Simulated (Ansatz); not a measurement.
**Ge: how the settings move a relaxation**

Aim: see which settings change the result for Ge, by how much, and at what cost.

Method: reference: DFT, PBEsol, PAW with Ansatz's default frozen-core files, scalar-relativistic; relaxation of atoms, in Ansatz 0.2.0.

1 further run of the same task is left out (it didn't finish).

## 1. Starting point

It takes space group P6_3/mmc (No. 194, hexagonal). The conventional cell has a = 3.981 Å, b = 3.981 Å, c = 6.554 Å, α = 90.00°, β = 90.00°, γ = 120.00°. Ge (site symmetry 3m) has 4 Ge at 2.44 to 2.45 Å as nearest neighbours.

Coordinates:

```
CELL_PARAMETERS angstrom
3.98066 0.00000 0.00000
-1.99033 3.44735 0.00000
0.00000 0.00000 6.55401
ATOMIC_POSITIONS crystal
Ge 0.66667 0.33333 0.06275
Ge 0.33333 0.66667 0.56275
Ge 0.66667 0.33333 0.43725
Ge 0.33333 0.66667 0.93725
```

## 2. Reference

Input file input.yaml:

```yaml
crystal:
  lattice:
    - [3.98065862562, 0.0, 0.0]
    - [-1.99032931281, 3.44735149358, 0.0]
    - [0.0, 0.0, 6.55401010607]
  atoms:
    - { symbol: Ge, position: [0.666666666667, 0.333333333333, 0.062745899574] }
    - { symbol: Ge, position: [0.333333333333, 0.666666666667, 0.562745899574] }
    - { symbol: Ge, position: [0.666666666667, 0.333333333333, 0.437254100426] }
    - { symbol: Ge, position: [0.333333333333, 0.666666666667, 0.937254100426] }
kpoints:
  mp_grid: { grid: [8, 8, 4] }
scf:
  occupations: { method: fermi_dirac, width: 0.1 }
hamiltonian:
  xc: pbesol
  pseudopotentials: { kind: paw }
relax:
  f_tol: 0.002
  max_steps: 80
output:
  forces: true
  stress: true
```

Started as:

```
> ansatz run input.yaml --threads 1 --pin off --max-ram 3072MiB --backend cpu --events-out ev --progress --plain --runs-dir out
```

## 3. Variant: pseudopotentials.kind nc, pseudopotentials.accuracy standard

input.yaml: that of step 2 with these lines changed.

```diff
@@ -16,3 +16,3 @@
   xc: pbesol
-  pseudopotentials: { kind: paw }
+  pseudopotentials: { kind: nc, accuracy: standard }
 relax:
```

Q: Predict the outcome of this session. Wanted: for each run, ending; energy change; pressure; gap; force.

**Answer**, as computed:

```tsv
run	ending	energy change	pressure (GPa)	gap (eV)	force (eV/Å)	cycles	time
reference	converged	-	1.0	0.00	0.00	12	7.8 s
1: pseudopotentials.kind nc, pseudopotentials.accuracy standard	converged	not comparable	1.0	0.00	0.00	11	22 s
```

Total energies don't compare across a change of potentials. The two sets of potentials agree on what can be compared. Cost: 11 SCF cycles against 12, 22 s against 7.8 s.
